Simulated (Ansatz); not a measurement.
# SnC2S2N2, relaxed

Aim: in SnC2S2N2, a crystal from a database, its volume scaled a little, relax cell and atoms, then read levels, charges and fields where it ends.

Method: DFT, r2SCAN, no spin polarisation, plane waves, PAW, in Ansatz 0.2.0.

## 1. The system as given

Cell: a = 4.944 Å, b = 5.744 Å, c = 10.319 Å, α = 100.37°, β = 97.32°, γ = 93.22°. First neighbours, in Å of the first eight atoms: Sn1: 2 N at 2.23 to 2.31; Sn2: 2 N at 2.23 to 2.31; S3: 1 C at 1.66; S4: 1 C at 1.66; S5: 1 C at 1.65; S6: 1 C at 1.65; N7: 1 C at 1.18; N8: 1 C at 1.18.

The coordinates stand in the input below.

It starts from an earlier solution of the starting cell (checkpoint.read).

## 2. The relaxation

Contents of input.yaml:

```yaml
crystal:
  lattice:
    - [4.943692, 0.0, 0.0]
    - [-0.323156, 5.735238, 0.0]
    - [-1.314052, -1.934293, 10.050664]
  atoms:
    - { symbol: Sn, position: [0.67838, 0.18264, 0.24364] }
    - { symbol: Sn, position: [0.32162, 0.81736, 0.75636] }
    - { symbol: S, position: [0.23741, 0.86145, 0.09592] }
    - { symbol: S, position: [0.76259, 0.13855, 0.90408] }
    - { symbol: S, position: [0.1209, 0.2832, 0.62518] }
    - { symbol: S, position: [0.8791, 0.7168, 0.37482] }
    - { symbol: "N", position: [0.3627, 0.4093, 0.15043] }
    - { symbol: "N", position: [0.6373, 0.5907, 0.84957] }
    - { symbol: "N", position: [0.4208, 0.2229, 0.40715] }
    - { symbol: "N", position: [0.5792, 0.7771, 0.59285] }
    - { symbol: C, position: [0.3161, 0.598, 0.12839] }
    - { symbol: C, position: [0.6839, 0.402, 0.87161] }
    - { symbol: C, position: [0.3003, 0.2494, 0.49937] }
    - { symbol: C, position: [0.6997, 0.7506, 0.50063] }
kpoints:
  mp_grid: { grid: [4, 3, 2], shift: [0.0, 0.5, 0.0] }
magnetization:
  spin_polarized: false
scf:
  occupations: { method: fermi_dirac }
  lower_state_search: "off"
hamiltonian:
  pseudopotentials: { kind: paw }
  xc: r2scan
basis:
  ecutwfc: 500
  fft_grid_basis: typed
relax:
  max_steps: 40
  cell: { p_target: 0.0 }
output:
  forces: true
  stress: true
  eigenvalues: true
  bader: false
  populations: true
  elf: true
  write_potential: true
  volumetric_format: npy
  dos:
    e_range: [-12, 8]
    de: 0.05
    projected: { site_lists: { C: [C], "N": ["N"], S: [S], Sn: [Sn] } }
    method: { smearing: { sigma: 0.1, scheme: gaussian } }
  write_density: true
checkpoint:
  read: saved_state
```

Command:

```console
$ ansatz run input.yaml --threads 2 --pin off --max-ram 3584MiB --backend cpu --events-out ev --progress --plain --runs-dir out
```

Log (excerpt; [...] marks lines left out):

```text
Warning: RAYON_NUM_THREADS=2 ignored (pool sized by the plan → 2); use --threads N
[...]
Pseudopotentials: kind: paw
Pseudopotential: Sn, paw, valence charge 14, recommended cutoff 500 eV (meta_gga), Sn.paw.azcp
Pseudopotential: S, paw, valence charge 6, recommended cutoff 500 eV (meta_gga), S.paw.azcp
Pseudopotential: N, paw, valence charge 5, recommended cutoff 500 eV (meta_gga), N.paw.azcp
Pseudopotential: C, paw, valence charge 4, recommended cutoff 500 eV (meta_gga), C.paw.azcp
Functional definition: r2SCAN
[...]
Crystal: 14 atoms, lattice volume = 284.969 Å³
Basis set: ecut = 500 eV, 7243 PW (Γ), exchange–correlation on 160×180×320 points (64 copies of the dense FFT grid, shifted against one another)
Bands: 58, of which v1, the nominal top of the filled ones, is band 44 counted from 1 (43 counted from 0)
Symmetry: 2 space group operations
Space group: P-1 (ITA 2), of the structure as read, at distance tolerance 6.6e-5 Å
k-points: 14 of 24
[...]
SCF iter   1: F=-18244.460426 eV  HF=-18244.455044 eV  |F-HF|=5.38e-3  |Δ(HF+E_count)|=         —  Δρ=5.59e-4  dr2=2.60e-4  dr2_τ=4.08e-4  ethr=1.10e-6  ⟨swp⟩=3.0  Hψ=5597  notcnv=0
[...]
relax step   1: F+E_penalty+E_count = -18244.46044683 eV  Δ(F+E_penalty+E_count) = +0.000e0 eV  max|allowed force component| = 1.075e0 eV/Å  Δτ_max = 0.0000 Å  P = -2.469 GPa  Ω = 284.969 Å³  (6 SCF iters, dr2 threshold 1.00e-7 eV, accepted)
[...]
relax step   6: F+E_penalty+E_count = -18244.62062329 eV  Δ(F+E_penalty+E_count) = -4.852e-3 eV  max|allowed force component| = 7.203e-2 eV/Å  Δτ_max = 0.0713 Å  P = -0.125 GPa  Ω = 299.154 Å³  energy of the carried Pulay correction = -2.290e-3 eV  (7 SCF iters, dr2 threshold 1.05e-6 eV, accepted)
relax step   7: F+E_penalty+E_count = -18244.62450344 eV  Δ(F+E_penalty+E_count) = -3.880e-3 eV  max|allowed force component| = 7.065e-2 eV/Å  Δτ_max = 0.0312 Å  P = -0.039 GPa  Ω = 296.041 Å³  energy of the carried Pulay correction = -1.797e-3 eV  (7 SCF iters, dr2 threshold 3.24e-7 eV, accepted)
```

## 3. More of the same log

The log, continued:

```text
relax step   8: F+E_penalty+E_count = -18244.62575739 eV  Δ(F+E_penalty+E_count) = -1.254e-3 eV  max|allowed force component| = 2.687e-2 eV/Å  Δτ_max = 0.0186 Å  P = -0.015 GPa  Ω = 295.480 Å³  energy of the carried Pulay correction = -1.708e-3 eV  (7 SCF iters, dr2 threshold 3.12e-7 eV, accepted)
relax step   9: F+E_penalty+E_count = -18244.62614752 eV  Δ(F+E_penalty+E_count) = -3.901e-4 eV  max|allowed force component| = 3.836e-2 eV/Å  Δτ_max = 0.0169 Å  P = +0.007 GPa  Ω = 295.308 Å³  energy of the carried Pulay correction = -1.681e-3 eV  (8 SCF iters, dr2 threshold 4.51e-8 eV, accepted)
relax step  10: F+E_penalty+E_count = -18244.62643573 eV  Δ(F+E_penalty+E_count) = -2.882e-4 eV  max|allowed force component| = 1.643e-2 eV/Å  Δτ_max = 0.0075 Å  P = -0.004 GPa  Ω = 294.861 Å³  energy of the carried Pulay correction = -1.609e-3 eV  (7 SCF iters, dr2 threshold 9.20e-8 eV, accepted)
relax step  11: F+E_penalty+E_count = -18244.62662284 eV  Δ(F+E_penalty+E_count) = -1.871e-4 eV  max|allowed force component| = 7.781e-3 eV/Å  Δτ_max = 0.0102 Å  P = +0.012 GPa  Ω = 294.508 Å³  energy of the carried Pulay correction = -1.553e-3 eV  (7 SCF iters, dr2 threshold 1.69e-8 eV, accepted)
Initial wavefunctions: pseudopotential atomic-orbital guess (no wavefunctions were taken with the density)
iter 1 solved again at ethr=4.64e-7 eV; its pass at ethr=3.10e-3 eV (dr2=4.08e-4 eV) is discarded
SCF iter   1: F=-18244.628572 eV  HF=-18244.628527 eV  |F-HF|=4.45e-5  |Δ(HF+E_count)|=         —  Δρ=5.98e-5  dr2=7.94e-7  dr2_τ=2.94e-6  ethr=4.64e-7  ⟨swp⟩=4.0  Hψ=6175  notcnv=0
preconditioner: auto → Resta (q_TF=auto, 2.231 Å⁻¹)  ε∞=3.6  [insulator: Δε(μ)=2.770 eV  Ē_g=10.384 eV  σ=0.100 eV  W_gap=1.00  n_scr=50 (ndim 8)  ℏωp=16.8 eV  f_vac=0.069  D(μ)=0.00/eV (n_scr^D=0)  ε∞_Penn≈3.6]
SCF iter   2: F=-18244.628496 eV  HF=-18244.628492 eV  |F-HF|=4.48e-6  |Δ(HF+E_count)|=   3.54e-5  Δρ=3.10e-5  dr2=2.20e-7  dr2_τ=5.91e-7  ethr=9.02e-10  ⟨swp⟩=3.0  Hψ=1624  notcnv=0
SCF iter   3: F=-18244.628496 eV  HF=-18244.628496 eV  |F-HF|=2.97e-8  |Δ(HF+E_count)|=   4.55e-6  Δρ=4.27e-6  dr2=5.19e-8  dr2_τ=8.53e-9  ethr=2.50e-10  ⟨swp⟩=2.0  Hψ=1288  notcnv=0
SCF iter   4: F=-18244.628496 eV  HF=-18244.628496 eV  |F-HF|=1.35e-9  |Δ(HF+E_count)|=  1.38e-10  Δρ=7.91e-7  dr2=9.28e-10  dr2_τ=2.74e-10  ethr=5.90e-11  ⟨swp⟩=2.0  Hψ=1248  notcnv=0
SCF iter   5: F=-18244.628496 eV  HF=-18244.628496 eV  |F-HF|=2.58e-10  |Δ(HF+E_count)|=   1.45e-9  Δρ=2.97e-7  dr2=1.42e-10  dr2_τ=3.06e-11  ethr=1.00e-12  ⟨swp⟩=11.0  Hψ=5250  notcnv=0
SCF iter   6: F=-18244.628496 eV  HF=-18244.628496 eV  |F-HF|=7.28e-12  |Δ(HF+E_count)|=  2.80e-10  Δρ=6.99e-8  dr2=2.17e-11  dr2_τ=2.92e-12  ethr=1.00e-12  ⟨swp⟩=7.0  Hψ=4012  notcnv=0
SCF 12 converged in 6 iterations: F = -18244.628496 eV  dr2 = 2.17e-11
relax step  12: F+E_penalty+E_count = -18244.62849648 eV  Δ(F+E_penalty+E_count) = -1.874e-3 eV  max|allowed force component| = 7.695e-3 eV/Å  Δτ_max = 0.0000 Å  P = +0.016 GPa  Ω = 294.508 Å³  stress off target by 3.56e-2 GPa  SCF on the basis re-selected at this cell (its energy is not comparable with the rows above)  (6 SCF iters)
basis re-selected at this cell: Δ(F+E_penalty+E_count) = -1.874e-3 eV, ΔP = +0.005 GPa vs the last step (what re-selecting the basis moved, of the pressure what is left beyond the Pulay correction that the steps carried, after the strain that the cell walked since its last selection, with what the two solves' SCF thresholds leave and, on support functions, any second-order correction that the steps lacked; it is no measure of the basis error at this ecutwfc). This SCF's stress stands 3.56e-2 GPa from its target on what of the cell is left free (relax.cell.stress_tol is 5.00e-2 GPa) and its largest allowed force component is 7.69e-3 eV/Å (relax.f_tol is 1.00e-2 eV/Å): within both
SCF converged after 6 iterations
Free energy (F): -18244.628496 eV
Harris-Foulkes:  -18244.628496 eV  (|F-HF|=7.28e-12)
Internal energy: -18244.628495 eV  (E = F + TS)
E sigma→0 (E₀):  -18244.628496 eV
Entropy (-TS):   -0.000001 eV (-0.000 meV/atom)
Fermi energy:    3.982278 eV
--- Per-component energies (eV) ---
  E_band       = -681.635855
  E_kinetic    = 1659.600248
  E_local      = -5532.811385  (includes V_loc(G=0)·N_el)
  E_nonlocal   = 344.528579
  E_hartree    = 2396.650458
  E_xc         = -1529.468833
  E_vxc        = -1170.137714  (∫ρ·V_xc dr)
  E_paw        = -11670.555539  (= ΣΔE_a)
  E_vpaw       = -844.752520  (= ΣTr[D̂ρ^β])
  E_aug_tail   = 0.000095  (compensation charges beyond the density's cutoff)
  E_vtau       = 68.635905  (kinetic-family band-sum trace: ∫τ·v_τ [+ j·A + Jᵃ·Aᵃ] dr)
  E_ewald      = -3913.386337
  E_core_change = 0.814219  (= ΣΔE_core)
  E_smearing   = -0.000001  (= −TS)
  E_closure    = -0.000000  (closes the sum)
  Σ components = -18244.628496   (vs F -18244.628496, Δ=0.00e0)
--- Forces (eV/Å), atoms counted from 1 ---
  atom   1  Sn     0.00769492    -0.00292364    -0.00247826
  atom   2  Sn    -0.00769492     0.00292364     0.00247826
  atom   3  S      0.00162162    -0.00307449     0.00120963
  atom   4  S     -0.00162162     0.00307449    -0.00120963
  atom   5  S      0.00476771    -0.00364073    -0.00671264
  atom   6  S     -0.00476771     0.00364073     0.00671264
  atom   7  N     -0.00552909    -0.00077975    -0.00007430
  atom   8  N      0.00552909     0.00077975     0.00007430
  atom   9  N     -0.00257929     0.00088354     0.00568473
  atom  10  N      0.00257929    -0.00088354    -0.00568473
  atom  11  C     -0.00003703     0.00366777     0.00029314
  atom  12  C      0.00003703    -0.00366777    -0.00029314
  atom  13  C     -0.00385903     0.00673231     0.00185982
  atom  14  C      0.00385903    -0.00673231    -0.00185982
  max |Σ_I F_I| component: 0.00e0 eV/Å
--- Stress (GPa, compression-positive) ---
        0.023063      -0.006902       0.012666
       -0.006902       0.004337       0.000781
        0.012665       0.000781       0.021344
  P = ⅓ Tr σ = 0.0162 GPa (0.162 kbar)
--- Band table (eV; the first three rows and the last of 14) ---
  k-point 0: bands = ["-18.8181", "-18.8167", "-18.8125", "-18.8119", "-18.7762", "-18.7757", "-18.7051", "-18.7049", "-18.6784", "-18.6783", "-16.4362", "-16.3359", "-16.2604", "-16.1075", "-12.1567", "-12.0940", "-11.9888", "-11.9388", "-6.5259", "-6.2509", "-4.7231", "-4.4977", "-3.7089", "-3.2807", "-2.9548", "-2.6794", "-2.6220", "-2.3005", "-2.2571", "-1.9926", "-1.9086", "-1.7919", "-1.5265", "-1.3184", "-0.2822", "0.0500", "0.6064", "0.7451", "1.1347", "1.2546", "1.5443", "1.6202", "1.7149", "2.2228", "5.6788", "5.9382", "6.3157", "6.5497", "6.6467", "6.8730", "7.1001", "7.2398", "7.4654", "8.0317", "8.2010", "8.5868", "8.9767", "9.0581"]
  k-point 1: bands = ["-18.8180", "-18.8168", "-18.8127", "-18.8117", "-18.7761", "-18.7757", "-18.7051", "-18.7049", "-18.6785", "-18.6782", "-16.3999", "-16.3937", "-16.2357", "-16.1107", "-12.1613", "-12.0871", "-11.9885", "-11.9413", "-6.4496", "-6.3559", "-4.6585", "-4.4517", "-3.8310", "-3.2134", "-2.9085", "-2.8478", "-2.5787", "-2.2917", "-2.1689", "-2.0934", "-1.8403", "-1.7189", "-1.6263", "-1.3178", "-0.2607", "0.0756", "0.2814", "1.0382", "1.1829", "1.3203", "1.4696", "1.7796", "1.8631", "1.8851", "5.5807", "6.0924", "6.1884", "6.3899", "6.6818", "6.9609", "7.1494", "7.2356", "7.6565", "7.7548", "8.3366", "8.4952", "8.7690", "9.0177"]
  k-point 2: bands = ["-18.8186", "-18.8168", "-18.8137", "-18.8131", "-18.7760", "-18.7756", "-18.7051", "-18.7048", "-18.6786", "-18.6783", "-16.3983", "-16.3163", "-16.2218", "-16.1654", "-12.2684", "-12.1626", "-12.0032", "-11.9100", "-6.1839", "-5.9843", "-4.3842", "-4.1709", "-4.1083", "-3.7610", "-3.0303", "-3.0300", "-2.4689", "-2.2310", "-2.2193", "-2.0938", "-2.0590", "-1.7454", "-1.7346", "-1.6205", "-0.4844", "-0.1960", "0.6281", "0.9043", "1.0251", "1.4159", "1.4528", "1.7567", "2.2481", "2.5244", "5.3182", "6.0070", "6.7843", "6.9146", "6.9736", "7.1825", "7.3780", "7.6477", "7.6958", "8.1760", "8.2374", "8.4243", "8.7198", "8.8656"]
  k-point 13: bands = ["-18.8198", "-18.8186", "-18.8151", "-18.8128", "-18.7764", "-18.7760", "-18.7052", "-18.7050", "-18.6772", "-18.6770", "-16.3593", "-16.3511", "-16.2065", "-16.1521", "-12.2210", "-12.1936", "-11.9667", "-11.9576", "-6.1314", "-5.9902", "-4.4552", "-4.0665", "-3.9414", "-3.8529", "-3.2126", "-3.2079", "-2.8745", "-2.5341", "-2.2170", "-2.2041", "-2.0241", "-1.7154", "-1.4939", "-1.2837", "-0.8687", "-0.8270", "0.7141", "0.9381", "1.2942", "1.6778", "1.7166", "1.7677", "2.4986", "2.5484", "5.4568", "6.0820", "6.7400", "7.1035", "7.1889", "7.2100", "7.5962", "7.5975", "7.9712", "8.0234", "8.3178", "8.7668", "9.0067", "9.2321"]
--- Relaxed structure (11 steps of the walk, 10 accepted, 1 SCFs on fresh bases) ---
  F+E_penalty+E_count = -18244.62849648 eV   max|allowed force component| = 7.695e-3 eV/Å   (the final SCF, on the basis selected at the relaxed cell)
  cell:  # Å, volume = 294.5085 Å³
    - [5.082943381394949, -0.023731221081420128, 0.047344131515472426]
    - [-0.3597893744777441, 5.683010276208032, -0.05609751262740023]
    - [-1.2455284073432824, -2.0027315828468177, 10.205456892110426]
  atoms:
    - { symbol: Sn, position: [0.6544905550130169, 0.20334533498435864, 0.24466262280665713] }
    - { symbol: Sn, position: [0.3455094449869832, 0.7966546650156414, 0.7553373771933432] }
    - { symbol: S, position: [0.2368176979101187, 0.8584179403100476, 0.09660805143399553] }
    - { symbol: S, position: [0.7631823020898814, 0.14158205968995274, 0.9033919485660046] }
    - { symbol: S, position: [0.12969005916379034, 0.2874803123100053, 0.620681909988581] }
    - { symbol: S, position: [0.8703099408362097, 0.7125196876899951, 0.3793180900114191] }
    - { symbol: N, position: [0.36506420856571153, 0.41813982424304136, 0.15469680101033081] }
    - { symbol: N, position: [0.6349357914342886, 0.5818601757569588, 0.8453031989896697] }
    - { symbol: N, position: [0.409068366316024, 0.22766665655911697, 0.4035731619978684] }
    - { symbol: N, position: [0.5909316336839762, 0.7723333434408832, 0.5964268380021319] }
    - { symbol: C, position: [0.3170356918863296, 0.6050219934255545, 0.13071568383870238] }
    - { symbol: C, position: [0.6829643081136706, 0.3949780065744458, 0.8692843161612981] }
    - { symbol: C, position: [0.29575523137134435, 0.2543814567995891, 0.4964538187176025] }
    - { symbol: C, position: [0.7042447686286559, 0.7456185432004112, 0.5035461812823977] }
--- Löwdin populations: 14 sites ---
  site symbol       q [e]
     0     Sn     13.2062
     1     Sn     13.2062
     2      S      5.9778
     3      S      5.9778
     4      S      6.0019
     5      S      6.0019
     6      N      5.3238
     7      N      5.3238
     8      N      5.3269
     9      N      5.3269
    10      C      3.9072
    11      C      3.9072
    12      C      3.8985
    13      C      3.8985
  spilling = 0.008131 (of n_electrons = 88.000000)
```

Run time: 7.3 min. Hardware: 2 threads of Intel Xeon Platinum 8259CL at 2.50GHz (Skylake/Cascade Lake), shared host; peak memory 1.4 GiB.

Relaxation path:

| step | energy from step 1 (eV/cell) | largest force component (eV/Å) | pressure (GPa) | volume (Å³) |
| --- | --- | --- | --- | --- |
| 1 | 0.0000 | 1.0751 | -2.47 | 284.97 |
| 2 | -0.0315 | 0.8872 | -0.35 | 289.60 |
| 3 | -0.1265 | 0.6627 | -0.30 | 289.37 |
| 4x | -0.1019 | 1.2950 | -0.41 | 292.80 |
| 5 | -0.1553 | 0.1296 | -0.16 | 291.85 |
| 6 | -0.1602 | 0.0720 | -0.12 | 299.15 |
| 7 | -0.1641 | 0.0707 | -0.04 | 296.04 |
| 8 | -0.1653 | 0.0269 | -0.01 | 295.48 |
| 9 | -0.1657 | 0.0384 | 0.01 | 295.31 |
| 10 | -0.1660 | 0.0164 | 0.00 | 294.86 |
| 11 | -0.1662 | 0.0078 | 0.01 | 294.51 |
| 12 | -0.1680 | 0.0077 | 0.02 | 294.51 |

Step 1 is the start. Step 12 repeats the geometry before on a plane-wave basis chosen anew for that cell, so the energy can jump there without any move; the table keeps such jumps. 1 step was tried and not accepted (marked x).

| input's cell | before | after | change |
| --- | --- | --- | --- |
| a (Å) | 4.944 | 5.083 | +2.8 % |
| b (Å) | 5.744 | 5.695 | -0.9 % |
| c (Å) | 10.319 | 10.474 | +1.5 % |
| α (°) | 100.37 | 101.12 | +0.75° |
| β (°) | 97.32 | 96.25 | -1.06° |
| γ (°) | 93.22 | 93.89 | +0.67° |
| volume (Å³/atom) | 20.35 | 21.04 | +3.3 % |

The largest move, 0.17 Å, apart from the change of the cell, is shared by several atoms, Sn2 among them.

## 4. Total and projected density of states

Counts of states in windows (eV from the Fermi level; Gaussian smearing of 0.1 eV), total and projected:

| from | to | total | C p | N p | S p | Sn s | Sn p |
| --- | --- | --- | --- | --- | --- | --- | --- |
| -6.0 | -5.5 | 6.15 | 2.67 | 2.33 | 0.91 | 0.02 | 0.04 |
| -5.5 | -5.0 | 2.12 | 0.96 | 0.81 | 0.31 | 0.00 | 0.01 |
| -5.0 | -4.5 | 0.76 | 0.04 | 0.17 | 0.17 | 0.21 | 0.11 |
| -4.5 | -4.0 | 2.66 | 0.14 | 0.59 | 0.57 | 0.77 | 0.38 |
| -4.0 | -3.5 | 1.11 | 0.05 | 0.24 | 0.38 | 0.22 | 0.15 |
| -3.5 | -3.0 | 2.71 | 0.07 | 0.68 | 1.46 | 0.13 | 0.29 |
| -3.0 | -2.5 | 4.68 | 0.06 | 1.22 | 2.95 | 0.12 | 0.21 |
| -2.5 | -2.0 | 5.38 | 0.04 | 1.33 | 3.61 | 0.18 | 0.14 |
| -2.0 | -1.5 | 2.01 | 0.02 | 0.43 | 1.09 | 0.31 | 0.12 |
| -1.5 | -1.0 | 0.69 | 0.01 | 0.14 | 0.33 | 0.15 | 0.06 |
| -1.0 | -0.5 | 0.00 | 0.00 | 0.00 | 0.00 | 0.00 | 0.00 |
| -0.5 | 0.0 | 0.00 | 0.00 | 0.00 | 0.00 | 0.00 | 0.00 |
| 0.0 | 0.5 | 0.00 | 0.00 | 0.00 | 0.00 | 0.00 | 0.00 |
| 0.5 | 1.0 | 0.00 | 0.00 | 0.00 | 0.00 | 0.00 | 0.00 |
| 1.0 | 1.5 | 0.33 | 0.08 | 0.04 | 0.01 | 0.00 | 0.18 |
| 1.5 | 2.0 | 1.98 | 0.46 | 0.25 | 0.10 | 0.00 | 0.98 |
| 2.0 | 2.5 | 3.18 | 0.72 | 0.42 | 0.24 | 0.01 | 1.39 |
| 2.5 | 3.0 | 3.54 | 0.84 | 0.57 | 0.32 | 0.02 | 1.23 |

On the mesh the valence top lies at -1.43 eV and the conduction bottom at 1.34 eV on this scale.

## 5. Charges

By element, from the tables in the log (a charge is positive for electrons lost): Löwdin charges also hold the electrons that the projection spills.

| element | atoms | Löwdin charge (e) |
| --- | --- | --- |
| Sn | 2 | +0.79 |
| S | 4 | 0.00 to +0.02 |
| N | 4 | -0.33 to -0.32 |
| C | 4 | +0.09 to +0.10 |

The Löwdin projection spills 0.8 % of the electrons and depends on the orbitals chosen; where it disagrees with Bader's partition, neither is an observable.

## 6. Real-space fields

Maps in the plane spanned by a and c at height 0.228 along b (axes of the input's cell), one cell: a runs left to right (15 points from zero), c bottom to top (26 points), 96° apart. These are the smooth PAW fields, not the true ones near the nuclei.

Valence density. Ten steps from '0' (0.01 e/Å³) to '9' (12.80 e/Å³), finer at the low end (step k begins (100^(k/10) - 1)/99 of the way up):
```
100000001234443
200000001344443
100000012355443
100000012344432
000000001233211
000000000111100
011110000000000
233331000000001
345542100000012
444443100000013
444543210000013
344555321000012
123555532100001
013456653100000
001357775210000
001246775211000
000134553322210
000012233565421
000001126898531
000000136998521
000011224675321
000012222332110
000012211111000
000011100000000
000000000011110
100000000123322
```

ELF. Ten even steps from '0' (0.00) to '9' (0.93):
```
850000015788899
972000025775489
861000025786688
620000025788777
100000013566654
001210001233210
268885000000000
899998400000015
998998510000169
972577420000589
974788631000599
878997663100289
668711786400036
246658988620001
015797158730000
003686279611220
001589996223464
200257731223457
500000012000357
500000021000458
100023212113577
000256421345673
000356521133210
000144310000000
100011000146776
710000002689999
```

Atoms within 0.2 Å of the plane, in fractions of a and c: Sn at (0.65, 0.24), N at (0.41, 0.40), C at (0.30, 0.50).

Scans along the contacts give these minima of the density:

| contact | length (Å) | minimum at (fraction) | density (e/Å³) | ELF |
| --- | --- | --- | --- | --- |
| N9–C13 | 1.174 | none clear | – | – |
| S5–C13 | 1.615 | none clear | – | – |
| Sn1–N9 | 2.176 | 0.50 | 0.534 | 0.24 |

## 7. Summary of results

```
                                      quantity                                                                        value
                                         moves                                                                            9
                                 energy gained                                                                11.9 meV/atom
                                  largest move                                                                 0.17 Å (Sn2)
          space group (0.01 Å), before / after                                                                    P-1 / P-1
                                          cell  a = 5.083 Å, b = 5.695 Å, c = 10.474 Å, α = 101.12°, β = 96.25°, γ = 93.89°
                                        volume                                                       21.04 Å³/atom (+3.3 %)
                           pressure at the end                                                                     0.02 GPa
formation energy (elements from separate runs)                                                                 0.13 eV/atom
                                    gap (mesh)                                                            2.77 eV, indirect
                              least direct gap                                                                      2.79 eV
```

The volume grew by 3.3 %, and the largest move of an atom is 0.17 Å apart from the change of the cell; the energy fell by 11.9 meV per atom. It is gapped: 2.77 eV, with the least direct gap at 2.79 eV; within 0.7 eV of the edges the states project mainly on S p (53 %), N p (21 %) and Sn s (17 %) below and Sn p (50 %), C p (24 %) and N p (12 %) above. Gaps from semilocal functionals tend to lie below the measured ones. Against the elements' reference phases (alpha-Sn (diamond), alpha-S8 (Fddd), N2 molecule, C graphite; separate runs with the same functional) the formation energy is 0.13 eV per atom, so at this geometry it is not bound against them.
